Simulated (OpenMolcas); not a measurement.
# Ru²⁺ among point charges: CASSCF and CASPT2 levels and susceptibility

Aim: the splitting of the states of Ru²⁺ in the field of 6 point charges, its lowest levels with spin-orbit coupling and its magnetic susceptibility.

Program: OpenMolcas 26.06. Level of theory: state-averaged CASSCF and CASPT2, spin-orbit coupling by RASSI with atomic mean-field integrals. These are calculated values, not measurements, unless marked.

## 1. The atom as given

| Item | Value |
| --- | --- |
| Species | Ru²⁺ (ruthenium, Z = 44, 42 electrons) |
| Basis | ANO-RCC-VTZP [7s6p4d2f1g], 68 functions |
| Scalar Hamiltonian | DKH2, point nucleus |
| Inactive shells | 1s 2s 2p 3s 3p 3d 4s 4p |
| Active space | 6 electrons in 5 orbitals (4d) |
| Some configurations of this space | 4d⁶ |
| Orbitals | optimised for each spin and parity, averaged over all roots |

The outer shells:

4d6
```
4d [↑↓][↑ ][↑ ][↑ ][↑ ]
```

The ion sits among 6 point charges of -0.85 e arranged as an octahedron (Oh), 2.27 Å from the ion.

The work runs as a chain of OpenMolcas steps in one folder; each step below is one input file. The outputs are cut to the sections that carry results. Labels, J, g values, rates, χT and fits are worked out afterwards by a script from the matrices that RASSI stores. The input lists half of the charges; inversion (Group=XYZ) makes the rest.

## 2. GATEWAY and SEWARD: basis and integrals

File a.inp:

```
&GATEWAY
Coord
1

Ru 0.0 0.0 0.0
Basis=ANO-RCC-VTZP
Group=XYZ
NoMove
AngMom=0.0 0.0 0.0
AMFI
XField
3 Angstrom 0
2.270000 0.000000 0.000000 -0.850000
0.000000 2.270000 0.000000 -0.850000
0.000000 0.000000 2.270000 -0.850000
&SEWARD
```

The run is started by

```bash
$ OMP_NUM_THREADS=1 MOLCAS_MEM=1689 MOLCAS_PROJECT=a pymolcas a.inp > a.log
```

## 3. Reference wave functions, quintets of even parity, 5 roots

File a.inp:

```
&RASSCF
FileOrb=start.orb
Symmetry=1
Spin=5
nActEl=6 0 0
Inactive=9 9
Ras2=5 0
CIRoot=5 5 1
SDav=5
CIMx=300
Iter=120 100
PrWF=0.3
OrbListing=Nothing
MaxOrb=0
>>> COPY $Project.JobIph JOB001
```

start.orb holds the contracted functions of the basis, ordered by shell, or the orbitals of the step before.

## 4. Reference wave functions, triplets of even parity, 45 roots

File a.inp:

```
&RASSCF
FileOrb=start.orb
Symmetry=1
Spin=3
nActEl=6 0 0
Inactive=9 9
Ras2=5 0
CIRoot=45 45 1
SDav=45
CIMx=300
Iter=120 100
PrWF=0.3
OrbListing=Nothing
MaxOrb=0
>>> COPY $Project.JobIph JOB002
```

## 5. Reference wave functions, singlets of even parity, 50 roots

File a.inp:

```
&RASSCF
FileOrb=start.orb
Symmetry=1
Spin=1
nActEl=6 0 0
Inactive=9 9
Ras2=5 0
CIRoot=50 50 1
SDav=50
CIMx=300
Iter=120 100
PrWF=0.3
OrbListing=Nothing
MaxOrb=0
>>> COPY $Project.JobIph JOB003
```

## 6. State interaction with spin-orbit coupling

File a.inp:

```
&RASSI
NrOfJobIphs=3 5 45 50
1 2 3 4 5
1 2 3 4 5 6 7 8 9 10 11 12 13 14 15 16 17 18 19 20 21 22 23 24 25 26 27
28 29 30 31 32 33 34 35 36 37 38 39 40 41 42 43 44 45
1 2 3 4 5 6 7 8 9 10 11 12 13 14 15 16 17 18 19 20 21 22 23 24 25 26 27
28 29 30 31 32 33 34 35 36 37 38 39 40 41 42 43 44 45 46 47 48 49 50
IphNames
JOB001
JOB002
JOB003
EJob
SpinOrbit
DIPRint=1.0
SOCoupling=1000.0
Subsets=2
Property=9
'ANGMOM' 1 'ANGMOM' 2 'ANGMOM' 3 'MLTPL  1' 1 'MLTPL  1' 2 'MLTPL  1' 3
'AMFI' 1 'AMFI' 2 'AMFI' 3
SOProperty=3
'ANGMOM' 1 'ANGMOM' 2 'ANGMOM' 3
```

## 7. CASPT2: IPEA 0.25, imaginary shift 0.1 (closed shells correlated: 4s 4p)

File a.inp:

```
>>> COPY JOB001 $Project.JobIph
&CASPT2
Multistate=5 1 2 3 4 5
NoMult
Frozen=8 6
IPEA=0.25
Imaginary=0.1
MaxIter=60
WThr=0.0 0.3 0.05
PrWF=0.5
NoMix
>>> COPY JOB002 $Project.JobIph
&CASPT2
Multistate=45 1 2 3 4 5 6 7 8 9 10 11 12 13 14 15 16 17 18 19 20 21 22
23 24 25 26 27 28 29 30 31 32 33 34 35 36 37 38 39 40 41 42 43 44 45
NoMult
Frozen=8 6
IPEA=0.25
Imaginary=0.1
MaxIter=60
WThr=0.0 0.3 0.05
PrWF=0.5
NoMix
>>> COPY JOB003 $Project.JobIph
&CASPT2
Multistate=50 1 2 3 4 5 6 7 8 9 10 11 12 13 14 15 16 17 18 19 20 21 22
23 24 25 26 27 28 29 30 31 32 33 34 35 36 37 38 39 40 41 42 43 44 45 46
47 48 49 50
NoMult
Frozen=8 6
IPEA=0.25
Imaginary=0.1
MaxIter=60
WThr=0.0 0.3 0.05
PrWF=0.5
NoMix
```

(Steps that only read results are left out.)

**Question.** What will these runs give? Wanted: spin-free ground state; first state of the same spin within the active space; lowest level; next level.

As calculated:

| quantity | value |
| --- | --- |
| method | SS-CASPT2, IPEA 0.25, imaginary shift 0.1 (closed shells correlated: 4s 4p) |
| spin-free ground state | 5T2, 3-fold in its orbital part |
| first state of the same spin within the active space | 5E at 3810 cm⁻¹ |
| lowest level | 3-fold T2 |
| next level | 354.6 cm⁻¹ |
| χT at 300 K | 4.60 cm³ K/mol |
| effective moment at 300 K | 6.07 μB |

Cost by method:

```csv
method,time of its own steps,time with the reference
A. CASSCF,25 s,25 s
"B. SS-CASPT2, IPEA 0.25, imaginary shift 0.1, +4s 4p",14 s,39 s
```

Times are of one thread on a shared host.

In words: The spin-free ground state (5T2) comes to 100 % from free-ion D terms and keeps the highest spin of the shell. χT at 300 K is 4.60, against 3.01 cm³ K/mol for the spin alone, so orbital moment adds to it. An active space of the d shell alone favours high spin; real ions in strong fields can be low spin. CASPT2 does not keep the components of a term degenerate, and the means are used. Point charges leave out covalency, so the field and the spin state can differ from those of real complexes. With metal d orbitals alone active, the gaps between spin states are rough; where two lie within a few thousand cm-1, their order is open. This is an electrostatic model: the charges have no orbitals.
